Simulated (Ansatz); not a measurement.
# ZrS+ (sextet): from Hartree-Fock to the top rungs, def2-TZVPP

The task here is to estimate one member of a computed series from the others.

Program: Ansatz 0.2.0, Gaussian basis. Level of theory: def2-TZVPP, core rule «outside noble gas», up to 9 orbitals frozen. These are calculated values, not measurements.

The runs, in order: UHF; ROHF; CCSD(T) on UHF.

## The system

The geometry is a PBE0/def2-TZVP stationary point (not a proven minimum) of the parent state, kept for this charge and spin. No spin-orbit coupling is included. Elements past krypton take def2 core potentials.

2 atoms, charge 1, spin multiplicity 6.

Atoms are counted from 1 here; the program's logs count them from 0.

Bond lengths: Zr1–S2 2.454 Å.

The first run:

in.yaml

```yaml
crystal:
  periodic: [false, false, false]
  atoms:
    - {symbol: Zr, position_ang: [0.000000, 0.000000, 0.000000]}
    - {symbol: S, position_ang: [0.000000, 0.000000, 2.454200]}
basis:
  gaussian: {orbitals: def2-TZVPP}
total_charge: 1
magnetization: {spin_polarized: true, initial_magnetization: 5}
hamiltonian: {xc: hf}
output: {orbitals: {seedname: orbitals}}
```

On the command line:

```bash
$ ansatz run in.yaml --threads 1 --pin off --events-out ev --progress --plain --max-ram 4096MiB --backend cpu
```

Among the steps run: UHF; ROHF; CCSD(T) on UHF.

One table of the session follows, with a row left open; its other results are not shown here.

```
  method  from UCCSD(T) (kcal/mol)
    ROHF                         ?
     UHF                   +111.15
    UMP2                    +21.66
   UCCSD                     +4.01
UCCSD(T)                         0
```

Q: Estimate the row for ROHF from the others.

**Answer.** from UCCSD(T) (kcal/mol): +117.94. In the column «from UCCSD(T) (kcal/mol)» it is the highest.
